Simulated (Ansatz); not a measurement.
# MnBr3: the cost of one run

Method: DFT PBE+U (U_eff = 3.9 eV on Mn 3d), scalar-relativistic, plane waves, PAW, in Ansatz 0.2.0.

1 further run of the same task is left out (it didn't finish). Runs told in other sessions of the task aren't counted.

### 1 Starting point

The structure is cubic, space group Pm-3m (No. 221). The conventional cell has a = 5.259 Å, b = 5.259 Å, c = 5.259 Å, α = 90.00°, β = 90.00°, γ = 90.00°. Mn (site symmetry m-3m) is surrounded by 6 Br at 2.63 Å. Br (site symmetry 4/mmm) is surrounded by 2 Mn at 2.63 Å.

Coordinates:

```cif
data_structure
_symmetry_space_group_name_H-M 'P 1'
_symmetry_Int_Tables_number 1
_cell_length_a 5.2588
_cell_length_b 5.2588
_cell_length_c 5.2588
_cell_angle_alpha 90.000
_cell_angle_beta 90.000
_cell_angle_gamma 90.000
_cell_volume 145.43
loop_
_atom_site_label
_atom_site_type_symbol
_atom_site_fract_x
_atom_site_fract_y
_atom_site_fract_z
_atom_site_occupancy
Mn1 Mn 0.00000 0.00000 0.00000 1
Br1 Br 0.50000 0.00000 0.00000 1
Br2 Br 0.00000 0.00000 0.50000 1
Br3 Br 0.00000 0.50000 0.00000 1
```

An earlier run at PBE+U (U_eff = 3.9 eV on Mn 3d) left this cell at 36.358 Å³/atom and 0.00 GPa (6×6×6 mesh).

The changes: atom 4 (Br) moved 0.02 Å along z; strain e6 = +0.01, atoms carried along; all atoms moved at random (σ = 0.03 Å), cell strained at random (1 %).

### 2 Atom 4 (Br) moved 0.02 Å along z

input.yaml reads:

```yaml
crystal:
  lattice:
    - [5.2587987604, 0.0, 0.0]
    - [0.0, 5.2587987604, 0.0]
    - [0.0, 0.0, 5.2587987604]
  atoms:
    - { symbol: Mn, position: [0.0, 0.0, 0.0], spin: 4.84 }
    - { symbol: Br, position: [0.5, 0.0, 0.0] }
    - { symbol: Br, position: [0.0, 0.0, 0.5] }
    - { symbol: Br, position: [0.0, 0.5, 0.0038031499] }
basis:
  ecutwfc: 420
  ecutrho_ratio: 4
kpoints:
  mp_grid: { grid: [6, 6, 6] }
hamiltonian:
  xc: pbe
  hubbard: { sites: [{ species: Mn, l: d, u_eff: 3.9 }] }
scf:
  occupations: { method: gaussian, width: 0.05 }
  lower_state_search: "off"
output:
  forces: true
  stress: true
  eigenvalues: true
  populations: true
  hubbard: { sites: [{ species: Mn, l: d }] }
  write_density: true
  write_potential: true
  elf: true
  volumetric_format: npy
magnetization:
  spin_polarized: true
checkpoint:
  read: start.run
  write: ck
  compress: false
  write_wavefunctions: false
  write_every: 100000
```

start.run holds the converged state of the cell before the atoms were moved.

The run is started by

```
ansatz run input.yaml --threads 2 --pin off --max-ram 2662MiB --backend cpu --events-out ev --progress --plain --runs-dir out
```

Q: Estimate wall time and peak memory on 2 threads of Arm Neoverse V2, shared host.

About 25 s, with a peak of 0.64 GiB.
